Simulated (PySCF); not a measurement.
**[InFH3]-: geometry, NMR shifts and electronic excitations**

What NMR shifts and electronic excitations should [InFH3]- (`[H][In-]([H])([H])[F]`) show?

The runs use PySCF 2.14.0, with density-fitted response routines of our own; the level of theory stands in each step. All values are computed, except where a source is named. Atoms count from 0, in the outputs and in this text.

**1. The molecule as given**

5 atoms, charge -1, multiplicity 1; geometry from: GFN2-xTB.

Bonds of the start (Å): In0–F1 2.02, In0–H2 1.71, In0–H3 1.70, In0–H4 1.71.

**2. Relaxing the molecule at PBE0-D3(BJ)/def2-SVP**

The job: settings as JSON, then the geometry in Å.

```
{"job": {"xc": "PBE0", "basis": "def2-SVP", "d3": "d3bj", "grid": 1, "maxiter": 40, "kind": "geom"}, "charge": -1, "multiplicity": 1}
In     0.001730     0.003130    -0.134360
F      0.009540    -0.019260     1.883540
H      1.643850     0.009670    -0.593190
H     -0.832240     1.425350    -0.564970
H     -0.822880    -1.418880    -0.591010
```

The log of the run:

```text
step   0  E = -291.62917008  max force = 0.017804
step   1  E = -291.63333258  max force = 0.003892
step   2  E = -291.63347967  max force = 0.000397
step   3  E = -291.63348578  max force = 0.000143
optimisation converged
```

Run time: 4.7 s. Hardware: 1 thread, shared host.

The steps of the relaxation:

| step | energy from step 0 (eV) | largest force component (eV/Å) |
| --- | --- | --- |
| 0 | 0.0000 | 0.9155 |
| 1 | -0.1133 | 0.2001 |
| 2 | -0.1173 | 0.0204 |
| 3 | -0.1174 | 0.0074 |

Close pairs (by a distance rule), those that changed most:

| bond | before (Å) | after (Å) | change (Å) |
| --- | --- | --- | --- |
| In0–H3 | 1.704 | 1.788 | +0.084 |
| In0–H2 | 1.705 | 1.788 | +0.083 |
| In0–H4 | 1.706 | 1.788 | +0.082 |
| In0–F1 | 2.018 | 2.036 | +0.018 |

The end geometry stands in the next job.

| at the end point | value |
| --- | --- |
| point group (found at 0.08 Å tolerance) | C3v |
| rotational constants (GHz, main isotopes) | 56.426, 6.847, 6.846 |

**3. Shielding tensors: PBE0/def2-TZVP+pcSseg-1**

The job: settings as JSON, then the geometry in Å.

```
{"job": {"kind": "nmr", "xc": "PBE0", "basis": {"default": "pcSseg-1", "In": "def2-TZVP"}}, "charge": -1, "multiplicity": 1}
In    -0.000601     0.001487    -0.116171
F      0.014979    -0.020694     1.919439
H      1.716661     0.011345    -0.614023
H     -0.869891     1.494065    -0.578967
H     -0.861148    -1.486192    -0.610268
```

Method: GIAO PBE0/pcSseg-1 In:def2-TZVP NMR shielding, scalar relativity only through core potentials, gas phase.

The log of the run:

```text
coarse grid: 20808 points
cycle   1  E = -290.8201658284  dE = -3.218e+01  |g| = 2.065e+00  |ddm| = 4.515e+01
cycle   2  E = -289.4185993667  dE =  1.402e+00  |g| = 3.896e+00  |ddm| = 7.929e+00
cycle   3  E = -291.7212672949  dE = -2.303e+00  |g| = 1.756e-01  |ddm| = 3.454e+00
cycle   4  E = -291.7251120257  dE = -3.845e-03  |g| = 1.095e-01  |ddm| = 2.109e-01
cycle   5  E = -291.7268117769  dE = -1.700e-03  |g| = 2.337e-02  |ddm| = 7.933e-02
cycle   6  E = -291.7268951275  dE = -8.335e-05  |g| = 4.687e-03  |ddm| = 1.759e-02
cycle   7  E = -291.7268986528  dE = -3.525e-06  |g| = 5.320e-04  |ddm| = 4.106e-03
final grid: 41768 points
cycle   8  E = -291.7268777980  dE = -6.108e-08  |g| = 4.245e-04  |ddm| = 9.365e-04
cycle   9  E = -291.7268777881  dE =  9.879e-09  |g| = 5.188e-04  |ddm| = 7.433e-04
cycle  10  E = -291.7268778296  dE = -4.148e-08  |g| = 1.075e-04  |ddm| = 3.823e-04
cycle  11  E = -291.7268778312  dE = -1.647e-09  |g| = 1.133e-05  |ddm| = 7.462e-05
cycle  12  E = -291.7268778313  dE = -2.478e-11  |g| = 1.842e-06  |ddm| = 1.391e-05
converged SCF energy = -291.7268778313

GIAO shielding tensors (ppm)
atom      isotropic    diamagn.    paramagn.     s11        s22        s33       span
  0 In         nan         nan         nan        nan        nan        nan        nan
  1 F      443.145     477.246     -34.102    422.294    453.556    453.584     31.290
  2 H       26.477      27.818      -1.341     19.563     21.417     38.451     18.887
  3 H       26.476      27.817      -1.341     19.565     21.416     38.447     18.883
  4 H       26.476      27.818      -1.342     19.564     21.417     38.447     18.883
```

It took 2.4 s on 1 thread, shared host.

The references, computed at this level on geometries of the same kind, shield at (ppm): 1H TMS 31.27, 19F CFCl3 177.2. Their shielding less the atom's gives the shift. The references are single molecules in the gas phase, so shifts against H2O, NH3, PH3, H3PO4 or CFCl3 are not on the usual liquid scales and can be off by tens of ppm. Atoms listed in one row are averaged.

| atoms | environment | σ (ppm) | δ (ppm) |
| --- | --- | --- | --- |
| H2, H3, H4 | hydrogen on a In bonded to F | 26.48 | 4.79 |
| F1 | fluorine bonded to In | 443.1 | -265.9 |

Atoms past Kr carry core potentials, so their printed shieldings have no meaning and are left out of the table.

The run also stored atomic charges by several schemes (e):

| atoms | Mulliken | ESP fit |
| --- | --- | --- |
| In0 | 0.46 | 0.65 |
| F1 | -0.57 | -0.54 |

Mayer bond orders: In0–F1 0.73.

With diffuse functions Mulliken charges and Mayer bond orders lose their meaning; the other schemes are steadier.

**4. Excited states and response: PBE0/def2-SVPD**

The job: settings as JSON, then the geometry in Å.

```
{"job": {"kind": "uv", "xc": "PBE0", "basis": "def2-SVPD", "ip": false, "nstates": 10}, "charge": -1, "multiplicity": 1}
In    -0.000601     0.001487    -0.116171
F      0.014979    -0.020694     1.919439
H      1.716661     0.011345    -0.614023
H     -0.869891     1.494065    -0.578967
H     -0.861148    -1.486192    -0.610268
```

Level: TDDFT PBE0/def2-SVPD, vertical, gas phase, core orbitals frozen in the response.

The log of the run:

```text
coarse grid: 20808 points
cycle   1  E = -290.7417294695  dE = -2.095e+01  |g| = 1.932e+00  |ddm| = 1.241e+01
cycle   2  E = -289.8609115375  dE =  8.808e-01  |g| = 3.173e+00  |ddm| = 7.866e+00
cycle   3  E = -291.6478583699  dE = -1.787e+00  |g| = 2.151e-01  |ddm| = 5.251e+00
cycle   4  E = -291.6381732855  dE =  9.685e-03  |g| = 3.337e-01  |ddm| = 3.402e-01
cycle   5  E = -291.6571263420  dE = -1.895e-02  |g| = 7.435e-03  |ddm| = 2.003e-01
cycle   6  E = -291.6571517738  dE = -2.543e-05  |g| = 1.498e-03  |ddm| = 1.896e-02
cycle   7  E = -291.6571523803  dE = -6.065e-07  |g| = 1.792e-04  |ddm| = 1.780e-03
final grid: 41768 points
cycle   8  E = -291.6571672669  dE = -1.130e-08  |g| = 1.080e-04  |ddm| = 5.700e-04
cycle   9  E = -291.6571672645  dE =  2.456e-09  |g| = 1.657e-04  |ddm| = 2.068e-04
cycle  10  E = -291.6571672692  dE = -4.753e-09  |g| = 1.998e-05  |ddm| = 1.074e-04
cycle  11  E = -291.6571672693  dE = -7.469e-11  |g| = 1.701e-06  |ddm| = 2.403e-05
converged SCF energy = -291.6571672693

Static polarisability (au): isotropic 58.538, principal 51.828 61.890 61.895

Singlet excitations
state   eV       nm        f      main configurations
  1   5.5287    224.3   0.12463   H->L 0.99
  2   5.5311    224.2   0.12467   H-1->L 0.99
  3   5.8278    212.7   0.00716   H->L+1 0.98
  4   5.8303    212.7   0.00714   H-1->L+1 0.98
  5   6.6210    187.3   0.00000   H->L+3 0.49, H-1->L+2 0.49
  6   6.8896    180.0   0.00046   H->L+2 0.52, H-1->L+3 0.46
  7   6.9456    178.5   0.10031   H-1->L+2 0.21, H->L+3 0.21, H-1->L+3 0.20
  8   6.9469    178.5   0.10170   H-1->L+3 0.22, H->L+2 0.20, H-1->L+4 0.19
  9   7.3750    168.1   0.31733   H->L+4 0.45, H->L+5 0.14, H-1->L+6 0.12
 10   7.3756    168.1   0.30743   H-1->L+4 0.43, H->L+6 0.14, H-1->L+5 0.13

Triplet excitations (Tamm-Dancoff, eV): 5.2738 5.2761 5.5406 5.5430
```

It took 3 s on 1 thread, shared host.

Frontier orbitals and where they lie:

| orbital | eV | atoms |
| --- | --- | --- |
| HOMO−3 | -4.51 | F1 90 %, In0 7 % |
| HOMO−2 | -4.35 | F1 59 %, In0 22 %, H3 6 % |
| HOMO−1 | -2.57 | In0 37 %, H2 33 %, H3 17 % |
| HOMO | -2.56 | In0 37 %, H4 32 %, H3 19 % |
| LUMO | 3.94 | In0 84 %, H2 5 %, H3 5 % |
| LUMO+1 | 4.51 | In0 69 %, F1 8 %, H3 8 % |
| LUMO+2 | 5.36 | In0 80 %, H2 9 %, H3 6 % |

With each of the 10 states as a Gaussian band of 0.4 eV half-width at 1/e, the curve within the window shown has maxima at 224 nm (ε 10,000), 170 nm (ε 28,000) L/(mol cm). Beyond the last state computed it falls off for lack of states. The curve at chosen wavelengths:

```tsv
nm	ε (L/mol/cm)
162	14692
166	24585
169	28100
173	25949
176	21295
180	14504
184	8829
187	5615
191	2747
194	1555
198	986
202	1361
205	2196
209	3975
212	5662
216	7965
220	9727
223	10368
227	10156
230	9293
234	7550
238	5589
241	4220
245	2712
248	1859
252	1062
```

Further results of this job:

| property | computed |
| --- | --- |
| polarisability (Å³) | 8.67 |
| HOMO–LUMO gap (eV) | 6.50 |
| −ε(HOMO) (eV) | 2.56 |

**5. Shielding tensors: B3LYP/def2-TZVP+pcSseg-1**

The job: settings as JSON, then the geometry in Å.

```
{"job": {"kind": "nmr", "xc": "B3LYP", "basis": {"default": "pcSseg-1", "In": "def2-TZVP"}, "pop": false}, "charge": -1, "multiplicity": 1}
In    -0.000601     0.001487    -0.116171
F      0.014979    -0.020694     1.919439
H      1.716661     0.011345    -0.614023
H     -0.869891     1.494065    -0.578967
H     -0.861148    -1.486192    -0.610268
```

Level: GIAO B3LYP/pcSseg-1 In:def2-TZVP NMR shielding, scalar relativity only through core potentials, gas phase.

The log of the run:

```text
coarse grid: 20808 points
cycle   1  E = -290.9620102551  dE = -3.206e+01  |g| = 2.111e+00  |ddm| = 4.500e+01
cycle   2  E = -288.2601197413  dE =  2.702e+00  |g| = 4.880e+00  |ddm| = 8.495e+00
cycle   3  E = -291.8932056972  dE = -3.633e+00  |g| = 2.824e-01  |ddm| = 4.189e+00
cycle   4  E = -291.8992943213  dE = -6.089e-03  |g| = 2.111e-01  |ddm| = 3.173e-01
cycle   5  E = -291.9059469310  dE = -6.653e-03  |g| = 2.965e-02  |ddm| = 1.502e-01
cycle   6  E = -291.9061025996  dE = -1.557e-04  |g| = 5.957e-03  |ddm| = 3.240e-02
cycle   7  E = -291.9061083004  dE = -5.701e-06  |g| = 1.083e-03  |ddm| = 5.758e-03
final grid: 41768 points
cycle   8  E = -291.9060715789  dE = -1.547e-07  |g| = 8.993e-04  |ddm| = 1.915e-03
cycle   9  E = -291.9060715477  dE =  3.118e-08  |g| = 1.044e-03  |ddm| = 1.390e-03
cycle  10  E = -291.9060717159  dE = -1.681e-07  |g| = 2.964e-04  |ddm| = 7.888e-04
cycle  11  E = -291.9060717282  dE = -1.237e-08  |g| = 1.336e-05  |ddm| = 1.782e-04
cycle  12  E = -291.9060717283  dE = -4.798e-11  |g| = 1.491e-06  |ddm| = 1.788e-05
converged SCF energy = -291.9060717283

GIAO shielding tensors (ppm)
atom      isotropic    diamagn.    paramagn.     s11        s22        s33       span
  0 In         nan         nan         nan        nan        nan        nan        nan
  1 F      435.527     477.928     -42.401    417.152    444.699    444.729     27.577
  2 H       26.592      28.006      -1.414     19.688     21.553     38.535     18.847
  3 H       26.591      28.005      -1.414     19.690     21.552     38.532     18.842
  4 H       26.591      28.006      -1.415     19.689     21.553     38.531     18.842
```

Wall time 2.3 s (1 thread, shared host).

Key values: δ F1 -263.6, H2 4.79 ppm (means over like atoms).

**6. Comparing the runs: NMR shifts**

Shifts (ppm), means over like atoms, with basis size and wall time:

| run | H2 | F1 | functions | time |
| --- | --- | --- | --- | --- |
| PBE0/def2-TZVP+pcSseg-1 | 4.79 | -265.9 | 82 | 2.4 s |
| B3LYP/def2-TZVP+pcSseg-1 | 4.79 | -263.6 | 82 | 2.3 s |

**7. Outcome**

| quantity | value |
| --- | --- |
| point group | C3v |
| rotational constants (main isotopes) | 56.43, 6.85, 6.85 GHz |
| 1H shifts against TMS (PBE0/def2-TZVP+pcSseg-1, means over atoms taken as alike) | 4.79 ppm |
| 19F shifts against CFCl3 (PBE0/def2-TZVP+pcSseg-1) | -265.9 ppm |
| lowest singlet (PBE0/def2-SVPD) | 5.53 eV (224 nm), f = 0.125 |
| brightest single state of those computed | state 9, 7.38 eV, f = 0.317 |
| lowest triplet | 5.27 eV |
| range of the shift of F1 | -265.9 to -263.6 ppm |

**Reading.** The optimisation took 3 steps and gained 0.117 eV; among the close pairs (by a distance rule), In0–H3 changed most, from 1.704 to 1.788 Å. At PBE0/def2-TZVP+pcSseg-1: Shielding is most anisotropic at F1 (span 31 ppm, paramagnetic term -34 ppm). The first singlet state (HOMO→LUMO 0.99) lies at 5.53 eV and is bright; of the 10 states computed, the strongest absorption comes from states 9 to 10 together at 7.38 eV (the last computed, so partners may be missing). The lowest triplet lies 0.25 eV below the lowest singlet (triplets in Tamm-Dancoff, singlets in full TDDFT). Spin-orbit coupling, left out, mixes singlets and triplets in elements this heavy. The lowest singlet lies above −ε(HOMO); no detachment energy was computed, so the anion's states may not be bound. In ppm, F1 moves most: its shift spreads over 2.3 ppm, from -265.9 (PBE0/def2-TZVP+pcSseg-1) to -263.6 (B3LYP/def2-TZVP+pcSseg-1). Spin-orbit coupling is left out, which matters for shieldings and couplings at and beside the heavy atoms.
